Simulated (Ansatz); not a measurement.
# C2H7NOSi, SMILES C=C[SiH](N)O: a rigid torsion scan

Program: Ansatz's Python interface.

Interactive session:
```pycon
>>> import ansatz as az
>>> from ase import Atoms
>>> atoms = Atoms(['C', 'C', 'Si', 'N', 'O', 'H', 'H', 'H', 'H', 'H', 'H', 'H'], positions=[
...     [-1.8289, 0.4509, -0.308],
...     [-1.1083, -0.3037, 0.4307],
...     [0.6691, -0.209, 0.6025],
...     [1.4755, -0.6042, -0.8706],
...     [1.2773, 1.3052, 0.837],
...     [-2.9543, 0.3704, -0.3509],
...     [-1.4429, 1.3162, -0.9043],
...     [-1.5265, -1.0748, 1.007],
...     [1.2233, -1.121, 1.6765],
...     [0.9507, -0.0541, -1.5618],
...     [1.1462, -1.577, -1.0631],
...     [2.1959, 1.4461, 0.5389],
... ])
>>> first = (
...     az.Crystal.molecule_from_ase(atoms).calculation()
...     .basis(gaussian='def2-SVP')
...     .functional('cam_b3lyp')
...     .relax(force_tolerance=0.02, max_steps=80)
... )
>>> atoms.positions = first.run(threads=1, backend='cpu').report['positions_ang']
>>> start = atoms.get_dihedral(1, 2, 3, 9)
>>> energies = {}
>>> for turn in range(0, 360, 30):
...     turned = atoms.copy()
...     turned.set_dihedral(1, 2, 3, 9, start + turn, indices=[3, 9, 10])
...     calculation = (
...         az.Crystal.molecule_from_ase(turned).calculation()
...         .basis(gaussian='def2-SVP')
...         .functional('cam_b3lyp')
...     )
...     energies[round((start + turn) % 360)] = calculation.run(threads=1, backend='cpu').report['free_energy_ev']
...
>>> floor = min(energies.values())
>>> print('dihedral C1-Si2-N3-H9 (deg)   E - E(min) (eV)')
dihedral C1-Si2-N3-H9 (deg)   E - E(min) (eV)
>>> for angle, e in sorted(energies.items()):
...     print(f'{angle:8d} {(e - floor):14.3f}  ' + '#' * int(30 * (e - floor) / max(max(energies.values()) - floor, 1e-9)))
...
      19          0.066  #######
      49          0.000
      79          0.066  #######
     109          0.201  ######################
     139          0.274  ##############################
     169          0.211  #######################
     199          0.083  #########
     229          0.011  #
     259          0.060  ######
     289          0.186  ####################
     319          0.264  ############################
     349          0.201  ######################
```

The lowest point is at 49° and the highest at 139°, 0.274 eV (26.4 kJ/mol) above it, with the rest of the molecule held.

What to keep in mind:
- These settings explore the input space; basis and method may be short of convergence.
- The scan is rigid and the energies are electronic, in a modest basis. With rigid groups the curve can differ much from the relaxed path, the start wasn't checked as a minimum of this torsion, and equivalent turns needn't return to the same energy.
- The whole script took 3.3 min on 1 thread of Arm Neoverse V1, on a shared host, peak memory 0.36 GiB.
